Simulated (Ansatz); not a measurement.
Geometry optimisation, DFT PBE-D3(BJ), scalar-relativistic, plane waves, PAW (Ansatz).

Input:

```yaml
crystal:
  lattice:
    - [7.67918, 0.0, 0.0]
    - [3.83959, 6.650365, 0.0]
    - [0.0, 0.0, 17.868765]
  atoms:
    - { symbol: H, position: [0.1666667, 0.1666667, 0.0559636] }
    - { symbol: H, position: [0.6666667, 0.1666667, 0.0559636] }
    - { symbol: H, position: [0.1666667, 0.6666667, 0.0559636] }
    - { symbol: H, position: [0.6666667, 0.6666667, 0.0559636] }
    - { symbol: Si, position: [0.1666667, 0.1666667, 0.1399089] }
    - { symbol: Si, position: [0.6666667, 0.1666667, 0.1399089] }
    - { symbol: Si, position: [0.1666667, 0.6666667, 0.1399089] }
    - { symbol: Si, position: [0.6666667, 0.6666667, 0.1399089] }
    - { symbol: Si, position: [-0.1666667, 0.3333333, 0.1837706] }
    - { symbol: Si, position: [0.3333333, 0.3333333, 0.1837706] }
    - { symbol: Si, position: [-0.1666667, 0.8333333, 0.1837706] }
    - { symbol: Si, position: [0.3333333, 0.8333333, 0.1837706] }
    - { symbol: Si, position: [-0.1666667, 0.3333333, 0.3153554] }
    - { symbol: Si, position: [0.3333333, 0.3333333, 0.3153554] }
    - { symbol: Si, position: [-0.1666667, 0.8333333, 0.3153554] }
    - { symbol: Si, position: [0.3333333, 0.8333333, 0.3153554] }
    - { symbol: Si, position: [0.0, 0.0, 0.359217] }
    - { symbol: Si, position: [0.5, 0.0, 0.359217] }
    - { symbol: Si, position: [0.0, 0.5, 0.359217] }
    - { symbol: Si, position: [0.5, 0.5, 0.359217] }
    - { symbol: H, position: [0.5, 0.0, 0.4403642] }
    - { symbol: H, position: [0.0, 0.5, 0.4403642] }
    - { symbol: H, position: [0.5, 0.5, 0.4403642] }
    - { symbol: Ti, position: [0.3140968, 0.6590953, 0.5203921], spin: 1.0 }
magnetization:
  spin_polarized: true
basis:
  ecutwfc: 420.0
kpoints:
  mp_grid: { grid: [2, 2, 1] }
hamiltonian:
  xc: pbe
  dispersion: d3bj
  pseudopotentials: { kind: paw, azcp: { folder: soft_1 } }
scf:
  occupations: { method: gaussian, width: 0.02 }
  lower_state_search: "off"
relax:
  f_tol: 0.03
  max_steps: 60
  adjacent_minimum: "off"
  constraints: [{ sites: [0, 1, 2, 3, 4, 5, 6, 7] }]
```

Launched with:

```bash
$ ansatz run input.yaml --threads 2 --pin off --max-ram 5120MiB --backend cpu --events-out ev --progress --plain --runs-dir out
```

Task: Where does it end, and by what steps?

Result: The run converged. The force dipped under the threshold on the way, but the program's further checks kept it going. Limits of this set-up: coarse k mesh, thin slab, slab without dipole correction, a typed lattice constant that wasn't relaxed here. After 9 steps the energy has fallen by 1.208 eV; Ti24 moved furthest, 1.01 Å. Joined: Si17–Ti24 (3.83 → 2.96 Å).

```
step  energy less start (eV)  largest force component (eV/Å)  accepted
   0                  0.0000                           2.166       yes
   1                 -0.6276                           1.376       yes
   2                 -0.8728                           1.504       yes
   3                 -1.1000                           0.326       yes
   4                 -1.1393                           0.802       yes
   5                 -1.1911                           0.251       yes
   6                 -1.2029                           0.083       yes
   7                 -1.2069                           0.157       yes
   8                 -1.2081                           0.014       yes
   9                 -1.2081                           0.014       yes
```

```xyz
24
Lattice="7.6792 0.0000 0.0000 3.8396 6.6504 0.0000 0.0000 0.0000 17.8688" Properties=species:S:1:pos:R:3
H 1.920 1.108 1.000
H 5.759 1.108 1.000
H 3.840 4.434 1.000
H 7.679 4.434 1.000
Si 1.920 1.108 2.500
Si 5.759 1.108 2.500
Si 3.840 4.434 2.500
Si 7.679 4.434 2.500
Si 0.000 2.218 3.283
Si 3.840 2.216 3.256
Si 1.917 5.542 3.253
Si 5.762 5.541 3.235
Si 0.015 2.205 5.649
Si 3.833 2.215 5.603
Si 1.949 5.570 5.591
Si 5.721 5.591 5.564
Si -0.013 0.012 6.478
Si 3.836 -0.014 6.334
Si 1.932 3.357 6.358
Si 5.757 3.359 6.293
H 3.809 -0.021 7.845
H 1.985 3.386 7.871
H 5.723 3.375 7.843
Ti 4.450 5.202 8.973
```

Whether the end is a true minimum wasn't checked by a vibrational analysis.

Run time: 3.8 min on 2 threads of Arm Neoverse V1 (shared host), peak memory 1.4 GiB.
